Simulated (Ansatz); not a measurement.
# MgVCl2O (Cm) in Ansatz: settings compared, part 2 of 2

Ansatz 0.2.0. The steps go on from the part before.

### 4 Single point, PBE, collinear spin, random start

File input.yaml:

```yaml
crystal:
  lattice:
    - [6.6203369699, -1.9615760065, 0.0]
    - [6.6203369699, 1.9615760065, 0.0]
    - [-1.3957237544, 0.0, 4.0863273679]
  atoms:
    - { symbol: V, position: [0.0014305, 0.0014305, 0.978458], spin: -1.19 }
    - { symbol: Cl, position: [0.630228, 0.630228, 0.111547] }
    - { symbol: Cl, position: [0.367776, 0.367776, 0.846483] }
    - { symbol: Mg, position: [0.490922, 0.490922, 0.466429] }
    - { symbol: O, position: [0.9960985, 0.9960985, 0.473592] }
hamiltonian:
  xc: pbe
  pseudopotentials: { kind: paw }
magnetization:
  spin_polarized: true
kpoints:
  mp_grid: { grid: [7, 7, 7] }
scf:
  occupations: { method: fermi_dirac, width: 0.05 }
output:
  forces: true
  stress: true
  eigenvalues: true
```

Potentials or basis: Ansatz PAW.

The run is started by

```
$ ansatz run input.yaml --threads 2 --pin off --max-ram 5632MiB --backend cpu --events-out ev --progress --plain --runs-dir out
```

The log of the run:

```text
Warning: RAYON_NUM_THREADS=2 ignored (pool sized by the plan → 2); use --threads N
Engine: ansatz 0.2.0, aarch64-unknown-linux-gnu
Pseudopotentials: kind: paw
Pseudopotential: V, paw, valence charge 13, recommended cutoff 420 eV (normal), V.paw.azcp
Pseudopotential: Cl, paw, valence charge 7, recommended cutoff 420 eV (normal), Cl.paw.azcp
Pseudopotential: Mg, paw, valence charge 10, recommended cutoff 420 eV (normal), Mg.paw.azcp
Pseudopotential: O, paw, valence charge 6, recommended cutoff 420 eV (normal), O.paw.azcp
Functional definition: PBE
  parameter kappa = 0.804
  parameter beta = 0.06672455060314922
  exchange = pbe_x(kappa = kappa, mu = beta*pi^2/3)
  correlation = pbe_c(beta = beta)
Crystal: 5 atoms, lattice volume = 106.132 Å³
Basis set: ecut = 420 eV, 2089 PW (Γ), exchange–correlation on 96×96×60 points (8 copies of the dense FFT grid, shifted against one another)
Bands: 28, of which v1, the nominal top of the filled ones, is band 22 counted from 1 (21 counted from 0)
Symmetry: 2 space group operations
Space group: Cm (ITA 8), of the structure as read, at distance tolerance 4.7e-5 Å
Magnetic group: BNS 8.32 (UNI 39), of the structure as read, at distance tolerance 4.7e-5 Å
k-points: 100 of 343 (time reversal used)
Non-local potential: V, projectors of the file, l = 0: 3, l = 1: 2, l = 2: 3, l = 3: 1
[... 41 lines left out ...]
  E_kinetic    = 908.120511
  E_local      = -5492.109330  (includes V_loc(G=0)·N_el)
  E_nonlocal   = 161.040016
  E_hartree    = 2253.769556
  E_xc         = -446.192234
  E_vxc        = -539.113865  (∫ρ·V_xc dr)
  E_paw        = -2886.070839  (= ΣΔE_a)
  E_vpaw       = -261.108698  (= ΣTr[D̂ρ^β])
  E_aug_tail   = 0.002908  (compensation charges beyond the density's cutoff)
  E_ewald      = -2066.556588
  E_smearing   = -0.000466  (= −TS)
  E_closure    = 0.000000  (closes the sum)
  Σ components = -7567.996465   (vs F -7567.996465, Δ=0.00e0)
--- Forces (eV/Å), atoms counted from 1 ---
  atom   1  V      0.01280000     0.00000000     0.01478826
  atom   2  Cl    -0.27701582    -0.00000000    -0.12487264
  atom   3  Cl     0.23639308     0.00000000     0.06546902
  atom   4  Mg     0.04155422     0.00000000     0.04364357
  atom   5  O     -0.01373479     0.00000000     0.00097343
  max |Σ_I F_I| component: 3.31e-6 eV/Å
--- Stress (GPa, compression-positive) ---
       -1.232464       0.000000       0.214050
        0.000000      -2.391839      -0.000000
        0.214050      -0.000000      -1.912281
  P = ⅓ Tr σ = -1.8455 GPa (-18.455 kbar)
--- Band table (eV; the first three rows and the last of 200) ---
  k-point 0 ↑: bands = ["-70.6475", "-56.7980", "-37.4712", "-37.4614", "-37.2860", "-30.9030", "-30.6985", "-30.5804", "-12.8849", "-11.3473", "-10.9203", "-0.8754", "0.1174", "0.4355", "0.5571", "0.8466", "1.4097", "1.8394", "2.2192", "2.5538", "7.2118", "7.2757", "7.3142", "8.0043", "8.1897", "8.1930", "10.3572", "11.1638"]
  k-point 1 ↑: bands = ["-70.6475", "-56.7980", "-37.4712", "-37.4614", "-37.2860", "-30.9030", "-30.6984", "-30.5827", "-12.8353", "-11.3473", "-10.9197", "-0.8653", "0.0376", "0.4672", "0.5822", "0.6038", "1.4751", "1.7238", "1.8672", "2.6252", "7.2505", "7.4603", "7.7232", "8.0173", "8.2641", "8.4133", "10.6022", "11.1259"]
  k-point 2 ↑: bands = ["-70.6475", "-56.7980", "-37.4714", "-37.4613", "-37.2859", "-30.9030", "-30.6982", "-30.5880", "-12.7181", "-11.3510", "-10.9193", "-0.8649", "-0.1131", "0.2760", "0.5438", "0.6653", "1.1609", "1.4445", "1.4854", "2.7576", "7.2690", "7.8861", "8.0486", "8.3953", "8.6057", "8.9338", "10.4293", "11.4510"]
  k-point 99 ↓: bands = ["-70.6501", "-59.3082", "-37.4774", "-37.4617", "-37.2884", "-33.3383", "-33.2205", "-33.0901", "-12.6969", "-11.3472", "-10.9285", "-1.0359", "-0.5907", "-0.0805", "0.3136", "0.4127", "0.7415", "1.0321", "1.3593", "2.4800", "4.9295", "5.6080", "6.0433", "6.7924", "7.8265", "9.1617", "10.6281", "11.2112"]
```

Wall time 41 s (2 threads of Arm Neoverse V2, shared host); peak memory 0.7 GiB.

What came out:

```
Free energy            : -7567.9965 eV
Pressure               : -1.8 GPa
Largest force          : 0.304 eV/Å
Band gap on the k mesh : 0.52 eV, indirect (least direct gap 0.65 eV)
Net moment             : -3.00 μB per cell
Absolute moment        : 3.11 μB per cell
Site moments           : V -2.18; Cl -0.00; Mg -0.00; O -0.05 μB
```

Forces on the atoms (eV/Å):
```
V    0.013  0.000  0.015
Cl  -0.277  0.000 -0.125
Cl   0.236  0.000  0.065
Mg   0.042  0.000  0.044
O   -0.014  0.000  0.001
```

Caveat: odd divisions of the mesh miss points on the zone boundary, where band edges often lie, so the gap on the mesh can be too wide. PBE gaps usually lie below the measured ones, often by a third to a half.

### 5 Relaxation of cell and atoms, PBEsol, collinear spin, ferromagnetic start

Edit input.yaml of step 4 so:

```diff
@@ -6,3 +6,3 @@
   atoms:
-    - { symbol: V, position: [0.0014305, 0.0014305, 0.978458], spin: -1.19 }
+    - { symbol: V, position: [0.0014305, 0.0014305, 0.978458], spin: 2.0 }
     - { symbol: Cl, position: [0.630228, 0.630228, 0.111547] }
@@ -12,3 +12,3 @@
 hamiltonian:
-  xc: pbe
+  xc: pbesol
   pseudopotentials: { kind: paw }
@@ -24 +24,5 @@
   eigenvalues: true
+relax:
+  f_tol: 0.01
+  max_steps: 40
+  cell: { stress_tol: 0.05 }
```

The run is started by

```
$ ansatz run input.yaml --threads 2 --pin off --max-ram 5632MiB --backend cpu --events-out ev --progress --plain --runs-dir out
```

It took 7.3 min on 2 threads of Arm Neoverse V2, shared host; peak memory 0.78 GiB.

Results (log left out):

```
Free energy                            : -7484.9892 eV
Relaxed volume                         : 19.22 Å³/atom
Relaxed cell                           : a = 6.583 Å, b = 6.583 Å, c = 4.202 Å, α = 108.58°, β = 108.58°, γ = 34.05°
Space group after relaxing (to 0.05 Å) : Immm (No. 71)
Energy gained by relaxing              : 22.5 meV/atom
Ionic steps                            : 11
Pressure after relaxing                : 0.0 GPa
Band gap on the k mesh                 : 0.25 eV, indirect (least direct gap 0.41 eV)
Net moment                             : 3.00 μB per cell
Absolute moment                        : 3.11 μB per cell
Site moments                           : V +2.10; Cl +0.01; Mg +0.00; O +0.06 μB
```

Step by step:
```tsv
step	energy change (eV)	largest force (eV/Å)	volume (Å³)
1	0.0000	0.6001	106.13
2	-0.0947	0.0937	103.06
3	-0.1109	0.0495	100.01
4	-0.1148	0.0170	99.62
5	-0.1159	0.0011	98.69
6	-0.1164	0.0040	98.06
7	-0.1119	0.0040	98.06
8	-0.1147	0.0151	95.47
9	-0.1141	0.0255	96.17
10	-0.1142	0.0008	96.12
11	-0.1126	0.0008	96.12
```

Final structure:
```
V Cl Mg O
1.0
     6.29383   -1.92745   -0.05845
     6.29383    1.92745   -0.05845
    -1.36297    0.00000    3.97435
V Cl Mg O
1 2 1 1
Direct
  0.99724 0.99724 0.97525
  0.63116 0.63116 0.10894
  0.36339 0.36339 0.84163
  0.49735 0.49735 0.47536
  0.99731 0.99731 0.47533
```

Levels at points of the mesh, in eV from the valence-band top:
Spin up:
```tsv
k point	band 19	band 20	band 21	band 22	band 23	band 24	band 25	band 26	band 27	band 28
(0.00, 0.00, 0.00)	-4.27	-4.04	-1.72	-1.42	-0.81	0.60	0.63	0.91	3.95	4.35
```
Spin down:
```csv
k point,band 18,band 19,band 20,band 21,band 22,band 23
"(0.00, 0.00, 0.00)",-4.59,-4.20,-3.92,0.73,0.84,1.09
```

Caveat: odd divisions of the mesh miss points on the zone boundary, where band edges often lie, so the gap on the mesh can be too wide; the plane-wave basis is chosen anew once the cell has moved, so the energies of steps on either side of that aren't comparable; the PAW data sets come from PBE, with cores solved anew for the run's functional, which leaves a small shift of forces and pressure.

### 6 Relaxation of cell and atoms, PBEsol, collinear spin, ferromagnetic start, target pressure 2 GPa, at which the enthalpy is minimised

Edit input.yaml of step 5 so:

```diff
@@ -27,2 +27,2 @@
   max_steps: 40
-  cell: { stress_tol: 0.05 }
+  cell: { stress_tol: 0.05, p_target: 2.0 }
```

Potentials or basis: Ansatz PAW.

The run is started by

```
$ ansatz run input.yaml --threads 2 --pin off --max-ram 5632MiB --backend cpu --events-out ev --progress --plain --runs-dir out
```

Wall time 5.8 min (2 threads of Arm Neoverse V2, shared host); peak memory 0.77 GiB.

It converged, with:

| Property | Result |
| --- | --- |
| Free energy | -7484.9384 eV |
| Relaxed volume | 16.61 Å³/atom |
| Relaxed cell | a = 5.903 Å, b = 5.903 Å, c = 4.178 Å, α = 110.73°, β = 110.73°, γ = 37.98° |
| Space group after relaxing (to 0.05 Å) | Immm (No. 71) |
| Energy change on relaxing (the enthalpy is what falls) | -12.3 meV/atom |
| Ionic steps | 10 |
| Pressure after relaxing | 2.0 GPa |
| Band gap on the k mesh | 0.24 eV, indirect (least direct gap 0.44 eV) |
| Net moment | 3.00 μB per cell |
| Absolute moment | 3.11 μB per cell |
| Site moments | V +2.08; Cl +0.01; Mg +0.00; O +0.06 μB |

Step by step:
```tsv
step	energy change (eV)	largest force (eV/Å)	volume (Å³)
1	0.0000	0.6001	106.13
2	-0.1123	0.0713	97.23
3	-0.0927	0.0628	89.30
4	-0.0728	0.1484	84.63
5	-0.0541	0.0377	82.09
6	-0.0713	0.0184	83.33
7	-0.0730	0.0013	83.44
8	-0.0663	0.0016	83.44
9	-0.0621	0.0013	83.06
10	-0.0617	0.0013	83.06
```

Final structure:
```xyz
5
Lattice="5.5735 -1.9205 -0.2952 5.5735 1.9205 -0.2952 -1.3573 0.0000 3.9519" Properties=species:S:1:pos:R:3 pbc="T T T"
V    -1.3539    0.0000    3.8559
Cl    7.0658    0.0000    0.1203
Cl    2.7305    0.0000    3.0491
Mg    4.8982    0.0000    1.5847
O    10.4719    0.0000    1.2895
```

Levels at points of the mesh, in eV from the valence-band top:
Spin up:
```csv
k point,band 20,band 21,band 22,band 23,band 24,band 25,band 26,band 27
"(0.00, 0.00, 0.00)",-3.77,-1.79,-1.34,-0.83,0.51,0.63,1.02,3.51
```
Spin down:
```tsv
k point	band 17	band 18	band 19	band 20	band 21	band 22	band 23	band 24
(0.00, 0.00, 0.00)	-5.36	-4.59	-4.21	-3.65	0.64	0.94	1.22	1.71
```

Caveat: the volume moved by over 15 % at a fixed basis, so the end points are rough; odd divisions of the mesh miss points on the zone boundary, where band edges often lie, so the gap on the mesh can be too wide; the plane-wave basis is chosen anew once the cell has moved, so the energies of steps on either side of that aren't comparable; the PAW data sets come from PBE, with cores solved anew for the run's functional, which leaves a small shift of forces and pressure. PBEsol gaps usually lie below the measured ones, often by a third to a half.

### 7 The runs side by side

| task | level | spin | cell | target pressure (GPa) | gap on the mesh (eV) | pressure (GPa) | moment (μB) | largest force (eV/Å) |
| --- | --- | --- | --- | --- | --- | --- | --- | --- |
| single point | PBE | off | as given | - | none | -4.6 | - | 0.39 |
| single point | PBE | collinear, ferromagnetic start | as given | - | 0.52 | -1.8 | 3.00 | 0.30 |
| single point | PBE | collinear, random start | as given | - | 0.52 | -1.8 | 3.00 | 0.30 |
| relaxation of cell and atoms | PBEsol | collinear, ferromagnetic start | relaxed | 0 | 0.25 | 0.0 | 3.00 | - |
| relaxation of cell and atoms | PBEsol | collinear, ferromagnetic start | relaxed to 2 GPa | 2 | 0.24 | 2.0 | 3.00 | - |

Alike in all rows: potentials or basis Ansatz PAW; k mesh 7 × 7 × 7; cutoff (eV) 420; smearing fermi-dirac 0.05 eV.

On the cell as given the gap runs from zero (PBE) to 0.52 eV (PBE).

Caveats: odd divisions of the mesh miss points on the zone boundary, where band edges often lie, so the gap on the mesh can be too wide (some runs); the plane-wave basis is chosen anew once the cell has moved, so the energies of steps on either side of that aren't comparable (some runs); the PAW data sets come from PBE, with cores solved anew for the run's functional, which leaves a small shift of forces and pressure (some runs); an odd number of electrons without spin polarisation forces a metal (some runs); a magnetic or distorted state may lie lower (some runs); semilocal functionals often make such compounds metallic where correlation or magnetic order opens a gap, which also shifts bond lengths (some runs); the volume moved by over 15 % at a fixed basis, so the end points are rough (some runs).

Total energies depend on the potentials used, so only differences within one code and one set of settings carry meaning.
